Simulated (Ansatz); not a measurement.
# KCo2As2: the cost of one run

Program: Ansatz 0.2.0. Level of theory: DFT PBEsol, scalar-relativistic, plane waves, PAW. These are calculated values, not measurements.

1 further run of the same task is left out (set aside as unsound or not needed).

### Step 1. The system as given

It takes space group I4/mmm (No. 139, tetragonal). The conventional cell has a = 3.716 Å, b = 3.716 Å, c = 13.479 Å, α = 90.00°, β = 90.00°, γ = 90.00°. K (site symmetry 4/mmm) has 8 As at 3.33 Å and 4 K at 3.72 Å in its first shell of neighbours. Co (site symmetry -4m2) is surrounded by 4 As at 2.28 Å. As (site symmetry 4mm) is surrounded by 4 Co at 2.28 Å and 4 K at 3.33 Å.

Structure file:

```cif
data_structure
_symmetry_space_group_name_H-M 'P 1'
_symmetry_Int_Tables_number 1
_cell_length_a 7.2334
_cell_length_b 7.2334
_cell_length_c 7.2334
_cell_angle_alpha 150.236
_cell_angle_beta 150.236
_cell_angle_gamma 42.595
_cell_volume 93.04
loop_
_atom_site_label
_atom_site_type_symbol
_atom_site_fract_x
_atom_site_fract_y
_atom_site_fract_z
_atom_site_occupancy
K1 K 0.00000 0.00000 0.00000 1
Co1 Co 0.75000 0.25000 0.50000 1
Co2 Co 0.25000 0.75000 0.50000 1
As1 As 0.34825 0.34825 0.00000 1
As2 As 0.65175 0.65175 0.00000 1
```

It goes back to an entry of the Materials Project.

This cell was relaxed beforehand with the same method: volume 18.61 Å³/atom, gap on the mesh none (metal).

### Step 2. Electronic structure at the relaxed geometry

The input, input.yaml:

```yaml
crystal:
  lattice:
    - [-1.857762713, 1.857762713, 6.7394292079]
    - [1.857762713, -1.857762713, 6.7394292079]
    - [1.857762713, 1.857762713, -6.7394292079]
  atoms:
    - { symbol: K, position: [0.0, 0.0, 0.0] }
    - { symbol: Co, position: [0.75, 0.25, 0.5] }
    - { symbol: Co, position: [0.25, 0.75, 0.5] }
    - { symbol: As, position: [0.3482500348, 0.3482500348, 0.0] }
    - { symbol: As, position: [0.6517499652, 0.6517499652, 0.0] }
basis:
  ecutwfc: 420
kpoints:
  mp_grid: { grid: [14, 14, 14] }
  band_path:
    path:
      - [[0.0, 0.0, 0.0], [0.0, 0.0, 0.5], [0.25, 0.25, 0.25], [0.0, 0.5, 0.0], [0.0, 0.0, 0.0], [0.5, 0.5, -0.5], [0.26899653, 0.73100347, -0.26899653]]
      - [[-0.26899653, 0.26899653, 0.26899653], [0.0, 0.0, 0.0]]
      - [[0.0, 0.0, 0.5], [-0.03799306, 0.03799306, 0.5]]
      - [[0.5, 0.5, -0.03799306], [0.5, 0.5, -0.5]]
    npoints: 14
hamiltonian:
  xc: pbesol
scf:
  occupations: { method: gaussian, width: 0.1 }
  n_extra_bands: 12
output:
  forces: true
  stress: true
  eigenvalues: true
  populations: true
  dos: { projected: true, de: 0.02, nscf_kmesh: { grid: [21, 21, 21] } }
  bader: true
  write_density: true
  write_potential: true
  elf: true
  volumetric_format: npy
```

On the command line:

```console
$ ansatz run input.yaml --threads 2 --pin off --max-ram 5120MiB --backend cpu --events-out ev --progress --plain --runs-dir out
```

What time and memory should one allow on 2 threads of Arm Neoverse V2, shared host?

About 2.3 min, with a peak of 1.9 GiB.
